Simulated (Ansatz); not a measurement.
This script drives the Ansatz DFT code, driven from Python.

The script, `ch3fsn_adiabatic.py`:
```python
"""How CH3FSn relaxes after losing an electron."""

import ansatz as az
from ase import Atoms
import numpy as np


def main() -> None:
    atoms = Atoms(["C", "Sn", "F", "H", "H", "H"], positions=[
        [-0.3847, 0.4119, -0.3141],
        [0.3054, -0.6382, 1.3621],
        [1.7283, -1.7924, 0.7801],
        [-0.7305, -0.2439, -1.0954],
        [0.3862, 1.0636, -0.7747],
        [-1.2626, 1.1349, -0.0042],
    ])
    ch3fsn = az.Crystal.molecule_from_ase(atoms)

    calc = (
        ch3fsn.calculation()
        .basis(gaussian="def2-SVP")
        .functional("CAM-B3LYP")
    )
    symbols = [site.symbol for site in ch3fsn.cartesian_sites]
    start = np.array([site.position_ang for site in ch3fsn.cartesian_sites], dtype=float)
    data = calc.relax(force_tolerance=0.01).run(threads=1, backend="cpu").report
    end = np.array(data["positions_ang"])

    minimum = az.Crystal.molecule()
    for symbol, place in zip(symbols, end):
        minimum = minimum.atom(symbol, place.tolist())
    ion = (
        minimum.calculation()
        .basis(gaussian="def2-SVP")
        .functional("CAM-B3LYP")
        .charge(1)
        .spin("collinear", total=1)
    )
    vertical = ion.run(threads=1, backend="cpu").report
    settled = ion.relax(force_tolerance=0.01, max_steps=80).run(threads=1, backend="cpu").report
    print(f"vertical ionisation energy   {vertical['free_energy_ev'] - data['free_energy_ev']:.3f} eV")
    print(f"adiabatic, no zero point     {settled['free_energy_ev'] - data['free_energy_ev']:.3f} eV")
    print(f"relaxation energy of the ion {vertical['free_energy_ev'] - settled['free_energy_ev']:.3f} eV")
    ionised = np.array(settled["positions_ang"])
    print("final positions (A) and the move of each atom")
    for symbol, xyz, old in zip(symbols, ionised, end):
        print(f"{symbol:2s} {xyz[0]:10.5f} {xyz[1]:10.5f} {xyz[2]:10.5f}   {np.linalg.norm(xyz - old):7.4f}")


if __name__ == "__main__":
    main()
```

It is started by `python ch3fsn_adiabatic.py`. How long does it take on 1 thread of AMD EPYC 7R43 64-Core Processor (Zen 3), with other jobs on the host, and how much memory does it need?

It took about 2.4 min, with a peak of 0.28 GiB, for 3 runs of the engine.

Output of `python ch3fsn_adiabatic.py`:
```text
vertical ionisation energy   8.873 eV
adiabatic, no zero point     8.597 eV
relaxation energy of the ion 0.277 eV
final positions (A) and the move of each atom
C    -0.39052    0.54991   -0.43090    0.1946
Sn    0.73631   -0.38454    1.47606    0.5303
F     1.13484   -2.07616    0.68457    0.6627
H    -0.28137   -0.34222   -1.06244    0.4049
H     0.23363    1.41862   -0.67657    0.4831
H    -1.39079    0.77028   -0.03692    0.3827
```

The energies are electronic: no zero-point or thermal terms, and the basis set is short of its limit. The product may relax into another structure. The relaxation finds the nearest minimum, so the adiabatic value is an upper bound. def2 sets replace the cores of elements past krypton by effective core potentials.
